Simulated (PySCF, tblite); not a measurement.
# C6H9BCl2O: geometry, infrared bands and NMR shifts

Aim: predict the infrared bands and NMR shifts of C6H9BCl2O (`C=C(BO/C(Cl)=C\Cl)CC`).

Programs: tblite 0.8.0 and PySCF 2.14.0, with density-fitted response routines of our own. Each step states its level of theory. These are calculated values for one molecule in the gas phase, unless marked as measured. Atoms are numbered from 0 throughout.

**1. Starting geometry**

19 atoms, charge 0, multiplicity 1; geometry from: force field or distance geometry start.

Bonds of the start (Å): C0–C1 1.34, C1–B2 1.59, B2–O3 1.49, O3–C4 1.40, C4–Cl5 1.76, C4–C6 1.33, C6–Cl7 1.76, C1–C8 1.50, C8–C9 1.52, C0–H10 1.08, C0–H11 1.10, B2–H12 1.17, C6–H13 1.09, C8–H14 1.11, C8–H15 1.12, C9–H16 1.11, C9–H17 1.11, C9–H18 1.11.

**2. Optimising the geometry with GFN2-xTB**

What the job is given:

```
{"job": {"kind": "relax", "xc": "GFN2-xTB", "basis": "xTB"}, "charge": 0, "multiplicity": 1}
C     -1.856100    -1.909700    -0.423300
C     -1.096100    -0.905300     0.021300
B      0.476300    -1.122700     0.146000
O      1.337800     0.018300     0.564400
C      2.730700    -0.061000     0.700400
Cl     3.621800    -1.541700     0.349700
C      3.411900     1.022700     1.071500
Cl     2.603800     2.539500     1.435900
C     -1.691000     0.428300     0.374000
C     -1.680000     1.360700    -0.831600
H     -1.446100    -2.872800    -0.695300
H     -2.940400    -1.775400    -0.530900
H      0.929700    -2.166400    -0.128500
H      4.492800     0.978300     1.169600
H     -1.136000     0.912200     1.209100
H     -2.748100     0.308100     0.732200
H     -2.259400     0.923900    -1.668100
H     -0.632500     1.531200    -1.171400
H     -2.128900     2.341100    -0.555700
```

Run with:

```
$ OMP_NUM_THREADS=1 python probes_run.py task.json out
```

The driver reads the jobs from task.json and runs them one after another.

**Question.** This job is followed by: GFN2-xTB harmonic vibrations, gas phase; GIAO PBE0/pcSseg-1 NMR shielding, non-relativistic, gas phase. What will the session give for the following? strongest single infrared mode (GFN2-xTB); zero-point energy (GFN2-xTB); ¹³C shifts against TMS (PBE0/pcSseg-1); ¹H shifts against TMS (PBE0/pcSseg-1, means over atoms taken as alike); ¹¹B shifts against BF3·OEt2 (PBE0/pcSseg-1); ¹⁷O shifts against H2O (PBE0/pcSseg-1); ³⁵Cl shifts against HCl (PBE0/pcSseg-1).

**Answer**, as computed:

```
                                                              quantity                                       value
                             strongest single infrared mode (GFN2-xTB)                       1284 cm⁻¹, 429 km/mol
                                          zero-point energy (GFN2-xTB)                               86.2 kcal/mol
                                ¹³C shifts against TMS (PBE0/pcSseg-1)  163.8, 152.2, 150.1, 111.4, 35.0, 19.5 ppm
¹H shifts against TMS (PBE0/pcSseg-1, means over atoms taken as alike)      6.66, 6.34, 5.74, 5.53, 2.47, 1.16 ppm
                           ¹¹B shifts against BF3·OEt2 (PBE0/pcSseg-1)                                    40.0 ppm
                                ¹⁷O shifts against H2O (PBE0/pcSseg-1)                                   244.4 ppm
                               ³⁵Cl shifts against HCl (PBE0/pcSseg-1)                                249, 181 ppm
```

Relaxing lowered the energy by 0.543 eV in 119 steps; the close pair that moved most is B2–O3, from 1.490 to 1.352 Å. All 51 modes are real, so the xTB geometry is a minimum. The strongest single mode, at 1284 cm⁻¹, is spread over several atoms, B2, C1, O3, H15 among them. Unscaled tight-binding wavenumbers are off by several per cent, some by more. Its intensities can rank the bands wrongly. At PBE0/pcSseg-1: The largest span, 490 ppm, is at Cl5, where the paramagnetic term is -443 ppm.
